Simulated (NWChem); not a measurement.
# CH4BFO2 (SMILES COB(O)F): HF/6-31G(d) (spherical functions)

Wanted: a structure relaxation of CH4BFO2. 

The results are computed with NWChem 7.3.0.

1 further run of the same task is left out (set aside as unsound or not needed).

### Step 1. Starting point

CH4BFO2: 9 atoms, total charge 0, spin state singlet. As SMILES, `COB(O)F`. The coordinates come from a PBE0-D4/def2-TZVP relaxation. This is one conformer, not always the lowest. The run starts from this shape.

Bond lengths: C1–O2 1.414 Å, O2–B3 1.344 Å, B3–O4 1.361 Å, B3–F5 1.336 Å, C1–H6 1.092 Å, C1–H7 1.091 Å, C1–H8 1.092 Å, O4–H9 0.959 Å. Some angles: C1–O2–B3 122.2°, O2–B3–O4 122.7°, O2–B3–F5 117.4°, O4–B3–F5 119.9°, O2–C1–H6 108.8°, O2–C1–H7 111.8°, O2–C1–H8 108.7°, B3–O4–H9 112.6°, H6–C1–H7 109.3°, H6–C1–H8 108.7°.

### Step 2. A geometry optimisation at HF/6-31G(d) (spherical functions)

m1.nw reads:

```
START m1
memory 2200 mb

GEOMETRY units angstroms
   C    -0.649300    0.491300   -1.085900
   O    -0.487000    0.689600    0.304600
   B     0.320400   -0.085100    1.049500
   O     1.040400   -1.114300    0.524700
   F     0.401500    0.187700    2.355300
   H    -1.701500    0.285200   -1.291400
   H    -0.040700   -0.337700   -1.451200
   H    -0.363100    1.407000   -1.606600
   H     1.567700   -1.570100    1.184000
END

BASIS "ao basis" spherical bse
   * library 6-31G*
END

SCF
   thresh 1e-07
   maxiter 80
   print low
END

DRIVER
   maxiter 60
END

FREQ
   temp 3 298.15 400 700
END

TASK scf optimize
TASK scf frequencies
```

Command:

```
$ nwchem m1.nw > m1.out
```

What it wrote:

```text
Northwest Computational Chemistry Package (NWChem) 7.3.0
             --------------------------------------------------------

           Job information
           ---------------

    nwchem branch   = 7.3.0
    use scalapack   = T
    input           = m1.nw
    prefix          = m1.
    data base       = ./m1.db
    status          = startup
    nproc           =        1

           Memory information
           ------------------

    heap     =     72089594 doubles =      550.0 Mbytes
    stack    =     72089599 doubles =      550.0 Mbytes
    global   =    144179200 doubles =     1100.0 Mbytes (distinct from heap & stack)
    total    =    288358393 doubles =     2200.0 Mbytes
    verify   = yes
    hardfail = no

           Directory information
           ---------------------

  0 permanent = .
  0 scratch   = .

                                NWChem Input Module
                                -------------------

 Scaling coordinates for geometry "geometry" by  1.889725989
 (inverse scale =  0.529177249)

 C1  symmetry detected

          ------
          auto-z
          ------
  no constraints, skipping    0.0000000000000000
  no constraints, skipping    0.0000000000000000

                             Geometry "geometry" -> ""
                             -------------------------

 Output coordinates in angstroms (scale by  1.889725989 to convert to a.u.)

  No.       Tag          Charge          X              Y              Z
 ---- ---------------- ---------- -------------- -------------- --------------
    1 C                    6.0000     0.04876336    -1.90368488    -0.00009952
    2 O                    8.0000     0.70189880    -0.64966396     0.00020553
    3 B                    5.0000     0.02424038     0.51124511    -0.00001933
[... 5 lines of this table left out ...]
    9 H                    1.0000    -1.66784494     1.46828200     0.00043696

      Atomic Mass
      -----------

      C                 12.000000
      O                 15.994910
      B                 11.009310
      F                 18.998400
      H                  1.007825

 Effective nuclear repulsion energy (a.u.)     174.2211163275

            Nuclear Dipole moment (a.u.)
            ----------------------------
        X                 Y               Z
 ---------------- ---------------- ----------------
    -0.0000000000     0.0000000000    -0.0000000000

                                Z-matrix (autoz)
                                --------

 Units are Angstrom for bonds and degrees for angles

      Type          Name      I     J     K     L     M      Value
      ----------- --------  ----- ----- ----- ----- ----- ----------
    1 Stretch                  1     2                       1.41391
    2 Stretch                  1     6                       1.09171
    3 Stretch                  1     7                       1.09137
    4 Stretch                  1     8                       1.09158
    5 Stretch                  2     3                       1.34422
    6 Stretch                  3     4                       1.36127
    7 Stretch                  3     5                       1.33645
    8 Stretch                  4     9                       0.95941
    9 Bend                     1     2     3               122.21458
   10 Bend                     2     1     6               108.79783
   11 Bend                     2     1     7               111.82030
   12 Bend                     2     1     8               108.74569
   13 Bend                     2     3     4               122.66893
   14 Bend                     2     3     5               117.40315
   15 Bend                     3     4     9               112.64112
   16 Bend                     4     3     5               119.92791
   17 Bend                     6     1     7               109.33310
   18 Bend                     6     1     8               108.74014
   19 Bend                     7     1     8               109.34977
   20 Torsion                  1     2     3     4           0.02852
   21 Torsion                  1     2     3     5        -179.98137
   22 Torsion                  2     3     4     9         179.96100
   23 Torsion                  3     2     1     6         120.17975
   24 Torsion                  3     2     1     7          -0.68321
   25 Torsion                  3     2     1     8        -121.53210
   26 Torsion                  5     3     4     9          -0.02887

            XYZ format geometry
            -------------------
     9
 geometry
 C                     0.04876336    -1.90368488    -0.00009952
 O                     0.70189880    -0.64966396     0.00020553
 B                     0.02424038     0.51124511    -0.00001933
[... 5 lines of this table left out ...]
 H                    -1.66784494     1.46828200     0.00043696

 ==============================================================================
                                internuclear distances
[... 144 lines left out ...]
       Final RHF  results
[... 5 lines left out ...]
 Nuclear repulsion energy =    174.221116327481
[... 64 lines left out ...]
         Total SCF energy =   -314.207230548891
[... 7 lines left out ...]
     step= 1.00 grad=-1.7D-03 hess= 1.1D-03 energy=   -314.207231 mode=downhill
[... 66 lines left out ...]
         Total SCF energy =   -314.207270445101
[... 22 lines left out ...]
@    1    -314.20727045 -7.0D-04  0.00420  0.00100  0.01513  0.03634     26.7
[... 42 lines left out ...]
      Two-electron energy =    292.156828080848
[... 40 lines left out ...]
            Nuclear Dipole moment (a.u.)
[... 29 lines left out ...]
      Two-electron energy =    292.139633350217
[... 62 lines left out ...]
         Total SCF energy =   -314.207307324784
[... 7 lines left out ...]
     step= 1.00 grad=-6.6D-06 hess= 3.0D-06 energy=   -314.207307 mode=downhill
[... 62 lines left out ...]
         Total SCF energy =   -314.207307368999
[... 22 lines left out ...]
@    3    -314.20730737 -3.7D-06  0.00014  0.00004  0.00149  0.00425     54.0
[... 42 lines left out ...]
      Two-electron energy =    292.116542461578
[... 39 lines left out ...]
            Nuclear Dipole moment (a.u.)
[... 57 lines left out ...]
      Optimization converged
[... 130 lines left out ...]
       Final RHF  results
[... 5 lines left out ...]
 Nuclear repulsion energy =    175.102860432184
[... 48 lines left out ...]
 Derivative Dipole
[... 4 lines left out ...]
 d_dipole_x/<atom=   1,z> =     0.0005     [    0.0023]
[... 3 lines left out ...]
 d_dipole_x/<atom=   3,x> =     1.9670     [    9.4478]
[... 3 lines left out ...]
 d_dipole_x/<atom=   4,y> =     0.0955     [    0.4589]
[... 3 lines left out ...]
 d_dipole_x/<atom=   5,z> =     0.0000     [    0.0000]
[... 3 lines left out ...]
 d_dipole_x/<atom=   7,x> =    -0.1216     [   -0.5842]
[... 3 lines left out ...]
 d_dipole_x/<atom=   8,y> =     0.0142     [    0.0682]
[... 3 lines left out ...]
 d_dipole_x/<atom=   9,z> =     0.0000     [    0.0002]
[... 4 lines left out ...]
 d_dipole_y/<atom=   1,z> =     0.0000     [    0.0001]
[... 3 lines left out ...]
 d_dipole_y/<atom=   3,x> =    -0.4453     [   -2.1389]
[... 3 lines left out ...]
 d_dipole_y/<atom=   4,y> =    -0.7032     [   -3.3774]
[... 3 lines left out ...]
 d_dipole_y/<atom=   5,z> =    -0.0001     [   -0.0003]
[... 3 lines left out ...]
 d_dipole_y/<atom=   7,x> =    -0.0460     [   -0.2209]
[... 3 lines left out ...]
 d_dipole_y/<atom=   8,y> =    -0.0791     [   -0.3799]
[... 3 lines left out ...]
 d_dipole_y/<atom=   9,z> =    -0.0000     [   -0.0001]
[... 4 lines left out ...]
 d_dipole_z/<atom=   1,z> =     0.4374     [    2.1010]
[... 3 lines left out ...]
 d_dipole_z/<atom=   3,x> =    -0.0001     [   -0.0006]
[... 3 lines left out ...]
 d_dipole_z/<atom=   4,y> =    -0.0000     [   -0.0002]
[... 3 lines left out ...]
 d_dipole_z/<atom=   5,z> =    -0.3677     [   -1.7662]
[... 3 lines left out ...]
 d_dipole_z/<atom=   7,x> =     0.0020     [    0.0096]
[... 3 lines left out ...]
 d_dipole_z/<atom=   8,y> =     0.0633     [    0.3042]
[... 3 lines left out ...]
 d_dipole_z/<atom=   9,z> =     0.3929     [    1.8873]
[... 177 lines left out ...]
 Zero-Point correction to Energy  =   43.665 kcal/mol  (  0.069584 au)
[... 17 lines left out ...]
 Thermal correction to Energy     =   48.460 kcal/mol  (  0.077226 au)
[... 20 lines left out ...]
   - Translational                =   43.199 cal/mol-K (mol. weight =  78.0288)
[... 21 lines left out ...]
                    7           8           9          10          11          12

 P.Frequency        0.00      154.68      261.02      464.47      542.15      545.02

           1     0.14568     0.00005     0.13056    -0.01830    -0.00007    -0.01213
[... 25 lines of this table left out ...]
          27    -0.00670     0.07748    -0.00023    -0.00037    -0.94215     0.00469

                   13          14          15          16          17          18

 P.Frequency      732.65      873.28     1092.53     1217.88     1309.86     1327.00

           1     0.00001    -0.02210    -0.00509    -0.09145    -0.00067    -0.09917
[... 25 lines of this table left out ...]
          27     0.11687    -0.00006    -0.00021     0.00016    -0.00444     0.00011

                   19          20          21          22          23          24

 P.Frequency     1500.03     1566.25     1657.13     1661.82     1677.96     3231.77

           1    -0.00744     0.01936     0.00034    -0.05818     0.02266     0.00951
[... 25 lines of this table left out ...]
          27     0.00001     0.00009     0.00067    -0.00007     0.00002    -0.00000

                   25          26          27

 P.Frequency     3300.06     3321.61     4121.40

           1    -0.00006    -0.08422    -0.00001
[... 25 lines of this table left out ...]
          27    -0.00027     0.00001     0.00032

 ----------------------------------------------------------------------------
 Normal Eigenvalue ||    Projected Derivative Dipole Moments (debye/angs)
  Mode   [cm**-1]  ||      [d/dqX]             [d/dqY]           [d/dqZ]
 ------ ---------- || ------------------ ------------------ -----------------
    1      -69.933 ||       0.000              -0.001             0.038
    2       -0.000 ||      -0.001               0.005            -0.008
    3        0.000 ||       0.014              -0.049             0.001
[... 23 lines of this table left out ...]
   27     4121.399 ||      -0.881               1.454             0.001
 ----------------------------------------------------------------------------

 ----------------------------------------------------------------------------
 Normal Eigenvalue ||           Projected Infra Red Intensities
  Mode   [cm**-1]  || [atomic units] [(debye/angs)**2] [(KM/mol)] [arbitrary]
 ------ ---------- || -------------- ----------------- ---------- -----------
    1      -69.933 ||    0.000064           0.001         0.062       0.008
    2       -0.000 ||    0.000004           0.000         0.004       0.001
    3        0.000 ||    0.000114           0.003         0.111       0.015
[... 23 lines of this table left out ...]
   27     4121.399 ||    0.125314           2.891       122.163      16.050
 ----------------------------------------------------------------------------

 ===============================================================================
      Negative Nuclear Hessian Mode    1  Eigenvalue =    -69.93 cm**(-1)
 -------------------------------------------------------------------------------
   Raw step length:  0.512 angstroms ;  The Raw step for this mode is:
    1 C                    6.0000    -0.00030353     0.00026684     0.00099648
    2 O                    8.0000     0.00020603     0.00000765     0.02215983
    3 B                    5.0000     0.00010917    -0.00002222    -0.00093555
[... 5 lines of this table left out ...]
    9 H                    1.0000    -0.00012008    -0.00038699    -0.02775638

  Geometry after  100.0% step for mode  1; Step length =  0.512 angstroms
   Maximum component (any atom: x,y, or z) displacement:  0.547
    1 C                    6.0000     0.04803988    -1.90860540     0.00090066
    2 O                    8.0000     0.67736605    -0.65145354     0.02241606
    3 B                    5.0000     0.01765601     0.50895253    -0.00089565
[... 5 lines of this table left out ...]
    9 H                    1.0000    -1.65110742     1.47912177    -0.02757115

  Geometry after -100.0% step for mode  1; Step length =  0.512 angstroms
   Maximum component (any atom: x,y, or z) displacement:  0.547
    1 C                    6.0000     0.04864695    -1.90913907    -0.00109230
    2 O                    8.0000     0.67695399    -0.65146884    -0.02190359
    3 B                    5.0000     0.01743766     0.50899697     0.00097545
[... 5 lines of this table left out ...]
    9 H                    1.0000    -1.65086726     1.47989574     0.02794161

  Geometry after   50.0% step for mode  1; Step length =  0.256 angstroms
   Maximum component (any atom: x,y, or z) displacement:  0.274
    1 C                    6.0000     0.04819165    -1.90873881     0.00040242
    2 O                    8.0000     0.67726303    -0.65145736     0.01133615
    3 B                    5.0000     0.01760142     0.50896364    -0.00042788
[... 5 lines of this table left out ...]
    9 H                    1.0000    -1.65104738     1.47931526    -0.01369296

  Geometry after  -50.0% step for mode  1; Step length =  0.256 angstroms
   Maximum component (any atom: x,y, or z) displacement:  0.274
    1 C                    6.0000     0.04849518    -1.90900565    -0.00059406
    2 O                    8.0000     0.67705701    -0.65146502    -0.01082368
    3 B                    5.0000     0.01749225     0.50898586     0.00050767
[... 5 lines of this table left out ...]
    9 H                    1.0000    -1.65092730     1.47970225     0.01406342

  Geometry after   36.6% step for mode  1; Step length =  0.187 angstroms
   Maximum component (any atom: x,y, or z) displacement:  0.200
    1 C                    6.0000     0.04823246    -1.90877469     0.00026844
    2 O                    8.0000     0.67723533    -0.65145839     0.00835667
    3 B                    5.0000     0.01758674     0.50896663    -0.00030209
[... 5 lines of this table left out ...]
    9 H                    1.0000    -1.65103124     1.47936729    -0.00996100

  Geometry after  -36.6% step for mode  1; Step length =  0.187 angstroms
   Maximum component (any atom: x,y, or z) displacement:  0.200
    1 C                    6.0000     0.04845437    -1.90896978    -0.00046008
    2 O                    8.0000     0.67708471    -0.65146399    -0.00784420
    3 B                    5.0000     0.01750693     0.50898287     0.00038189
[... 5 lines of this table left out ...]
    9 H                    1.0000    -1.65094345     1.47965022     0.01033146

  Geometry after   18.3% step for mode  1; Step length =  0.094 angstroms
   Maximum component (any atom: x,y, or z) displacement:  0.100
    1 C                    6.0000     0.04828794    -1.90882346     0.00008631
    2 O                    8.0000     0.67719768    -0.65145979     0.00430645
    3 B                    5.0000     0.01756679     0.50897069    -0.00013109
[... 5 lines of this table left out ...]
    9 H                    1.0000    -1.65100929     1.47943802    -0.00488789

  Geometry after  -18.3% step for mode  1; Step length =  0.094 angstroms
   Maximum component (any atom: x,y, or z) displacement:  0.100
    1 C                    6.0000     0.04839889    -1.90892101    -0.00027795
    2 O                    8.0000     0.67712236    -0.65146259    -0.00379398
    3 B                    5.0000     0.01752688     0.50897881     0.00021089
[... 5 lines of this table left out ...]
    9 H                    1.0000    -1.65096540     1.47957949     0.00525834

 vib:animation  F

 Task  times  cpu:       25.6s     wall:       25.6s
 Total times  cpu:       87.3s     wall:       87.3s
```

It took 88 s on 1 thread of AMD EPYC 9B14 (Zen 4), shared host; peak memory 0.14 GiB.

Steps, from the record of the run:

```csv
step,energy from the first frame kept (eV)
0,0.0000
1,-0.0191
2,-0.0200
3,-0.0201
4,-0.0201
```

After the run. Bond lengths: C1–O2 1.406 Å, O2–B3 1.335 Å, B3–O4 1.353 Å, B3–F5 1.328 Å, C1–H6 1.082 Å, C1–H7 1.081 Å, C1–H8 1.082 Å, O4–H9 0.947 Å. Some angles: C1–O2–B3 123.8°, O2–B3–O4 122.9°, O2–B3–F5 118.0°, O4–B3–F5 119.1°, O2–C1–H6 108.7°, O2–C1–H7 111.8°, O2–C1–H8 108.6°, B3–O4–H9 112.9°, H6–C1–H7 109.4°, H6–C1–H8 108.9°.

### Step 3. What came out

At HF/6-31G* (spherical functions):

| quantity | value |
| --- | --- |
| total energy at the end | -314.20731 Eh |
| lowest harmonic wavenumber | 70i cm⁻¹ (imaginary) |
| highest harmonic wavenumber | 4121 cm⁻¹ |

**Reading.** At the final geometry: Bond lengths: C1–O2 1.406 Å, O2–B3 1.335 Å, B3–O4 1.353 Å, B3–F5 1.328 Å, C1–H6 1.082 Å, C1–H7 1.081 Å, C1–H8 1.082 Å, O4–H9 0.947 Å. Some angles: C1–O2–B3 123.8°, O2–B3–O4 122.9°, O2–B3–F5 118.0°, O4–B3–F5 119.1°, O2–C1–H6 108.7°, O2–C1–H7 111.8°, O2–C1–H8 108.6°, B3–O4–H9 112.9°, H6–C1–H7 109.4°, H6–C1–H8 108.9°. 1 mode is imaginary (lowest 70i cm⁻¹): a first-order saddle point. The optimisation took 5 steps and changed the energy by -0.020 eV.
